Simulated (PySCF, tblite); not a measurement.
**C4H7N3Si: geometry, infrared bands and NMR shifts**

What infrared bands and NMR shifts should C4H7N3Si (`C=Cc1n[nH]nc1[SiH3]`) show?

Programs: tblite 0.8.0 and PySCF 2.14.0, with density-fitted response routines of our own. Each step states its level of theory. These are calculated values for one molecule in the gas phase, unless marked as measured. Atoms are numbered from 0 throughout.

**1. The starting structure**

15 atoms, charge 0, multiplicity 1; geometry from: force field or distance geometry start.

Bonds of the start (Å): C0–C1 1.33, C1–C2 1.42, C2–N3 1.36, N3–N4 1.32, N4–N5 1.33, N5–C6 1.35, C6–Si7 1.84, C6–C2 1.40, C0–H8 1.10, C0–H9 1.07, C1–H10 1.09, N4–H11 1.05, Si7–H12 1.48, Si7–H13 1.48, Si7–H14 1.46.

**2. Optimising the geometry with GFN2-xTB**

The job: settings as JSON, then the geometry in Å.

```
{"job": {"kind": "relax", "xc": "GFN2-xTB", "basis": "xTB"}, "charge": 0, "multiplicity": 1}
C      2.642900    -0.081400    -0.363100
C      1.433100    -0.510000    -0.019300
C      0.323800     0.363500    -0.191500
N      0.337800     1.619000    -0.704800
N     -0.873200     2.136300    -0.719100
N     -1.734500     1.245900    -0.244700
C     -1.033200     0.144500     0.092700
Si    -1.754900    -1.381800     0.820300
H      2.684100     0.934500    -0.774400
H      3.537200    -0.660400    -0.260600
H      1.342600    -1.507500     0.399100
H     -1.140300     3.090400    -1.067700
H     -1.404700    -1.512400     2.255500
H     -3.227400    -1.364700     0.630400
H     -1.137800    -2.508000     0.125200
```

The run is started by

```console
OMP_NUM_THREADS=1 python probes_run.py task.json out
```

One launch serves the whole session: the jobs run in the order shown.

**Question.** This job is followed by: GFN2-xTB harmonic vibrations, gas phase; GIAO PBE0/pcSseg-1 NMR shielding, non-relativistic, gas phase. What will the session give for the following? strongest single infrared mode (GFN2-xTB); zero-point energy (GFN2-xTB); 13C shifts against TMS (PBE0/pcSseg-1); 1H shifts against TMS (PBE0/pcSseg-1, means over atoms taken as alike); 15N shifts against NH3 (PBE0/pcSseg-1); 29Si shifts against TMS (PBE0/pcSseg-1).

The runs gave:

```
                                                              quantity                              value
                             strongest single infrared mode (GFN2-xTB)              2237 cm⁻¹, 418 km/mol
                                          zero-point energy (GFN2-xTB)                      64.9 kcal/mol
                                13C shifts against TMS (PBE0/pcSseg-1)     157.4, 140.3, 132.5, 125.4 ppm
1H shifts against TMS (PBE0/pcSseg-1, means over atoms taken as alike)  11.12, 6.96, 6.92, 5.80, 4.59 ppm
                                15N shifts against NH3 (PBE0/pcSseg-1)            379.9, 350.6, 268.8 ppm
                               29Si shifts against TMS (PBE0/pcSseg-1)                          -85.7 ppm
```

In words: Over 75 steps the energy fell by 0.435 eV; of the close pairs, N4–H11 changed most, 1.050 to 1.009 Å. All 39 modes are real, so the xTB geometry is a minimum. The strongest single mode, at 2237 cm⁻¹, moves mainly H12 and H14. Unscaled tight-binding wavenumbers are off by several per cent, some by more. Its intensities can rank the bands wrongly. NICS(1)zz of -32 ppm above the planar ring from C2 marks a diatropic (aromatic) ring current.
